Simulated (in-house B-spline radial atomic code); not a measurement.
# Rh: density, ELF and screening along the radius

How do the shells of Rh show in real space, and how much do the settings move them?

Method: several methods, spin-polarised, as named in each step; spherical all-electron atom at the radial basis limit. Code: in-house B-spline radial atomic code version 1.

**1. The atom as given**

* element: rhodium (Z = 45)
* charge: 0
* electrons: 45
* configuration: [Kr] 4d8 5s1
* nucleus: point (non-relativistic runs) or finite (X2C runs)

The outer shells:

[Kr] 4d8 5s1
```
[Kr] core
4d [↑↓][↑↓][↑↓][↑ ][↑ ]
5s [↑ ]
```

Where spins are not typed, each open shell is filled with up spins first.

**2. LDA (VWN5), non-rel.**

The run's settings:

```ini
Z = 45
electrons = 45.0
configuration = [Kr] 4d8 5s1
hamiltonian = nr
method = lda,vwn
spin_polarised = True
```

On the command line:

```bash
> python run_scf.py task.json out
```

One command runs all members of the session, one after another, from task.json.

**3. PBE, non-rel.**

The run's settings:

```ini
Z = 45
electrons = 45.0
configuration = [Kr] 4d8 5s1
hamiltonian = nr
method = pbe,pbe
spin_polarised = True
```

**4. Hartree-Fock, non-rel.**

The run's settings:

```ini
Z = 45
electrons = 45.0
configuration = [Kr] 4d8 5s1
hamiltonian = nr
method = hf
spin_polarised = True
```

**5. LDA (VWN5), X2C**

The run's settings:

```ini
Z = 45
electrons = 45.0
configuration = [Kr] 4d8 5s1
hamiltonian = x2c
method = lda,vwn
spin_polarised = True
nucleus = fermi
rms_radius = 4.4945
mass_number = 103
atomic_mass = 102.905494081
speed_of_light = 137.035999084
```

**6. PBE, X2C**

Settings: those of step 5 with these lines changed.

```diff
@@ -4,3 +4,3 @@
 hamiltonian = x2c
-method = lda,vwn
+method = pbe,pbe
 spin_polarised = True
```

**Question.** How large is the system in each run, where do the shell borders lie, and what is the highest level?

**Answer**, as computed:

| run | total energy (hartree) | highest level (eV) | radius holding 50 / 90 / 99 % (bohr) | radius at n = 0.001 (bohr) | ELF minima on the full grid (bohr) |
| --- | --- | --- | --- | --- | --- |
| LDA (VWN5), non-rel. | -4683.3349 | -4.585 | 0.424 / 1.66 / 3.79 | 4.42 | 0.052, 0.19, 0.70, 2.6 |
| PBE, non-rel. | -4687.6433 | -4.366 | 0.423 / 1.66 / 3.82 | 4.42 | 0.052, 0.19, 0.71, 2.6 |
| Hartree-Fock, non-rel. | -4685.8651 | -6.027 | 0.423 / 1.64 / 3.94 | 4.44 | 0.055, 0.20, 0.61, 2.8 |
| LDA (VWN5), X2C | -4778.4902 | -4.981 | 0.420 / 1.66 / 3.74 | 4.39 | 0.051, 0.19, 0.68 |
| PBE, X2C | -4783.2652 | -4.757 | 0.420 / 1.66 / 3.76 | 4.39 | 0.051, 0.19, 0.69 |

What this shows: In the first run ELF has 4 minima on the grid, which mark the borders between shells. On the record's full grid the screened charge (r times the electrostatic potential) falls from 44.9 near the nucleus to 0.00 at 12 bohr; far out it tends to the net charge, 0. The radius that holds 99 % of the electrons runs from 3.74 bohr (LDA (VWN5), X2C) to 3.94 bohr (Hartree-Fock, non-rel.). The grid is coarse (about 24 % a step), so the places of minima are rough. For X2C runs ELF uses the non-relativistic kinetic energy density, and the fields carry no picture-change correction.

Members of this set that are not shown: 7 used exact exchange with fractional occupations of an open shell, which is unsound here.
